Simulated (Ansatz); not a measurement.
BiTe under changes of volume

One of the cells (33.725 Å³/atom); the others are scaled copies at fixed shape and fractional positions:

```
Bi Te
1.0
     2.42271    1.39875    3.31729
    -2.42271    1.39875    3.31729
     0.00000   -2.79750    3.31729
Bi Te
1 1
Direct
  0.50000 0.50000 0.50000
  0.00000 0.00000 0.00000
```

The cell comes from a database or a generator and needn't be the stable form of this composition.

| Property | Result |
| --- | --- |
| Program | Ansatz 0.2.0 |
| Functional | PBE |
| Potentials or basis | JTH PAW |
| Cutoff | 1800 eV (not typed: the program's choice for these potentials) |
| k mesh | 7 × 7 × 7 |
| Occupations | fermi-dirac, width 0.05 eV |
| Spin | no spin polarisation |

```csv
volume (Å³/atom),energy over the lowest point (meV/atom),pressure (GPa)
31.701,?,?
32.376,9.60,2.3
33.050,2.52,1.1
33.725,0.00,0.1
34.399,1.57,-0.8
35.074,6.81,-1.7
35.748,15.33,-2.4
```

Problem. What does the run at 31.701 Å³/atom give?

Solution. Energy over the lowest point 21.78 meV/atom; pressure 3.5 GPa.

Worked out: A Birch-Murnaghan fit of order 3 (a polynomial in V^(-2/3)) to the other rows has its minimum at 33.79 Å³/atom with B0 = V·E''(V) = 48 GPa and B' = 4.5 at fixed shape and positions, which overstates the stiffness. It gives 21.79 meV/atom at 31.701 Å³/atom, against the run's 21.78, and -dE/dV = 3.5 GPa, against 3.5.

Energies are extrapolated to zero smearing.
